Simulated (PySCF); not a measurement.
# C6H7N: the cost of one run

The runs use PySCF 2.14.0, with density-fitted response routines of our own; the level of theory stands in each step. All values are computed, except where a source is named. Atoms count from 0, in the outputs and in this text.

### 1 The starting structure

14 atoms, charge 0, multiplicity 1; geometry from: GFN2-xTB. The atoms were then displaced at random by about 0.01 Å, so the start is not that level's minimum.

Bonds of the start (Å): N0–C1 1.15, C1–C2 1.41, C2–C3 1.28, C3–C4 1.52, C4–C5 1.54, C5–C6 1.55, C6–C3 1.52, C2–H7 1.09, C4–H8 1.10, C4–H9 1.07, C5–H10 1.09, C5–H11 1.08, C6–H12 1.09, C6–H13 1.10.

### 2 Relaxing the molecule at PBE0-D3(BJ)/def2-SVP

The job: settings as JSON, then the geometry in Å.

```
{"job": {"xc": "PBE0", "basis": "def2-SVP", "d3": "d3bj", "grid": 1, "shake": 0.01, "kind": "geom"}, "charge": 0, "multiplicity": 1}
N      3.421370     0.467890    -1.333970
C      2.612190     0.055220    -0.622090
C      1.643000    -0.476800     0.254610
C      0.400190    -0.184700     0.161470
C     -0.438850     0.662120    -0.777940
C     -1.708590     0.268490     0.005640
C     -0.832720    -0.604250     0.947390
H      2.058860    -1.130230     1.026180
H     -0.186090     1.733750    -0.711110
H     -0.404000     0.347730    -1.798890
H     -2.437030    -0.299840    -0.569900
H     -2.206290     1.090110     0.507640
H     -1.080360    -1.661050     0.905980
H     -0.848840    -0.283500     1.997240
```

Command:

```sh
OMP_NUM_THREADS=1 python probes_run.py task.json out
```

The driver reads the jobs from task.json and runs them one after another.

**Question.** How long does this first job take on 1 thread of Arm Neoverse N1, shared host, and how much memory does it need?

About 58 s, with a peak of 0.52 GiB.
